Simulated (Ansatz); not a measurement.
# PO (Phosphorus monoxide) at UCCSDTQ/STO-3G

Aim: the electronic atomisation energy of PO (Phosphorus monoxide) at UCCSDTQ/STO-3G, from 3 runs. 

The results are computed with Ansatz 0.2.0.

36 further runs of the same task are left out: 5 that didn't finish, 31 set aside as unsound or not needed.

## (1) The structure to begin with

PO has 2 atoms, charge 0, and is taken as a doublet. SMILES: `O=[P]`. The shape is that of a PBE0-D4/def2-TZVP optimisation.

Bond lengths: O1–P2 1.474 Å.

## (2) The energy at UCCSDTQ/STO-3G

The input, run.yaml:

```yaml
crystal:
  periodic: [false, false, false]
  atoms:
    - symbol: O
      position_ang: [0.000000, -0.000000, -0.009450]
    - symbol: P
      position_ang: [-0.000000, 0.000000, 1.464540]
basis:
  gaussian: {orbitals: STO-3G}
magnetization: {spin_polarized: true, initial_magnetization: 1}
correlation: {method: ccsdtq, frozen_orbitals: {O: 1, P: 5}}
scf: {omitted_lower_state_checks: [cluster_reference, increment]}
accuracy: high
```

The run is started by

```
$ ansatz run run.yaml --threads 1 --pin off --max-ram 3480MiB --events-out events.jsonl --progress --plain --runs-dir runs
```

The log of the run, shortened:

```text
Warning: RAYON_NUM_THREADS=1 ignored (pool sized by the plan → 1); use --threads N
Functional definition: HF
  name "HF"
[...]
224 factors; integrals over basis functions are off by at most 1.2e-8 eV
[...]
mean field -11175.64303633 eV, -410.6973064623 hartree, gradient 7.7e-8 eV, S^2 1.306091; 8 other end points of the search recorded, 0 dependent functions left out
6 core orbitals not correlated: weight in the atoms' cores, before any rotation towards them, 1.000 or more for the frozen orbitals, at most 0.000 for the correlated occupied ones
reference -11175.64303633 eV, -410.6973064623 hartree; 6, 5 occupied and 2, 3 virtual orbitals, 224 factors
second order -1.36847665 eV of doubles, -0.00000000 eV of singles
cycle   1  -1.59322430 eV  change   -2.2e-1 eV  update   1.0e-1
[...]
cycle  32  -2.92325398 eV  change   1.6e-10 eV  update  3.8e-10
Total energy: -11178.56629032 eV, -410.8047340648 hartree
Checks for a lower state left out: cluster_reference, increment
```

Run time: 30 s. Hardware: 1 thread of Intel Xeon Platinum 8488C (Sapphire Rapids), shared host; peak memory 0.28 GiB.

## (3) The O atom at the same level

The input, in.yaml:

```yaml
crystal:
  periodic: [false, false, false]
  atoms:
    - symbol: O
      position_ang: [0.000000, 0.000000, 0.000000]
basis:
  gaussian:
    orbitals: STO-3G
magnetization:
  spin_polarized: true
  initial_magnetization: 2
correlation:
  method: ccsdtq
  frozen_orbitals: {O: 1}
accuracy: high
scf:
  omitted_lower_state_checks: [cluster_reference, increment]
```

Run the same way, it converges to -73.80415 Eh (log not shown).

## (4) The P atom at the same level

The input, input.yaml:

```yaml
crystal:
  periodic: [false, false, false]
  atoms:
    - {symbol: P, position_ang: [0.000000, 0.000000, 0.000000]}
basis:
  gaussian:
    orbitals: STO-3G
magnetization:
  spin_polarized: true
  initial_magnetization: 3
correlation:
  method: ccsdtq
  frozen_orbitals: {P: 5}
accuracy: high
scf:
  omitted_lower_state_checks: [cluster_reference, increment]
```

The run is started by

```
$ ansatz run input.yaml --threads 1 --pin off --max-ram 3480MiB --events-out events.jsonl --progress --plain --runs-dir runs
```

The log of the run, shortened:

```text
Warning: RAYON_NUM_THREADS=1 ignored (pool sized by the plan → 1); use --threads N
Functional definition: HF
  name "HF"
[...]
42 factors; integrals over basis functions are off by at most 1.9e-9 eV
[...]
mean field -9166.66619973 eV, -336.8687694504 hartree, gradient 5.2e-9 eV, S^2 3.750000; 0 other end points of the search recorded, 0 dependent functions left out
5 core orbitals not correlated: weight in the atoms' cores, before any rotation towards them, 1.000 or more for the frozen orbitals, at most 0.000 for the correlated occupied ones
reference -9166.66619973 eV, -336.8687694504 hartree; 4, 1 occupied and 0, 3 virtual orbitals, 42 factors
second order 0.00000000 eV of doubles, 0.00000000 eV of singles
cycle   1  0.00000000 eV  change     0.0e0 eV  update    0.0e0
cycle   2  0.00000000 eV  change     0.0e0 eV  update    0.0e0
Total energy: -9166.66619973 eV, -336.8687694504 hartree
Checks for a lower state left out: cluster_reference, increment
```

Run time: 0.63 s. Hardware: 1 thread of Intel Xeon Platinum 8488C (Sapphire Rapids), shared host.

## (5) Outcome

Level: UCCSDTQ/STO-3G, 6 core orbitals frozen.

```
                                             quantity          value
                               molecule: total energy  -410.80473 Eh
molecule: correlation energy (6 core orbitals frozen)     -107.4 mEh
          molecule: ⟨S²⟩ of the reference determinant          1.306
                              molecule: T1 diagnostic          0.104
                                 O atom: total energy   -73.80415 Eh
   O atom: correlation energy (1 core orbital frozen)        0.0 mEh
            O atom: ⟨S²⟩ of the reference determinant          2.000
                                O atom: T1 diagnostic          0.000
                                 P atom: total energy  -336.86877 Eh
  P atom: correlation energy (5 core orbitals frozen)        0.0 mEh
            P atom: ⟨S²⟩ of the reference determinant          3.750
                                P atom: T1 diagnostic          0.000
                        electronic atomisation energy       3.587 eV
```

What this shows: Taking the molecule apart into free atoms costs 3.59 eV (83 kcal/mol), before zero-point energy and without spin-orbit coupling. In a minimal basis such a difference can be off by several eV, whatever the method. ⟨S²⟩ (molecule) is 1.31 where a pure doublet has 0.75: the reference is spin-contaminated.
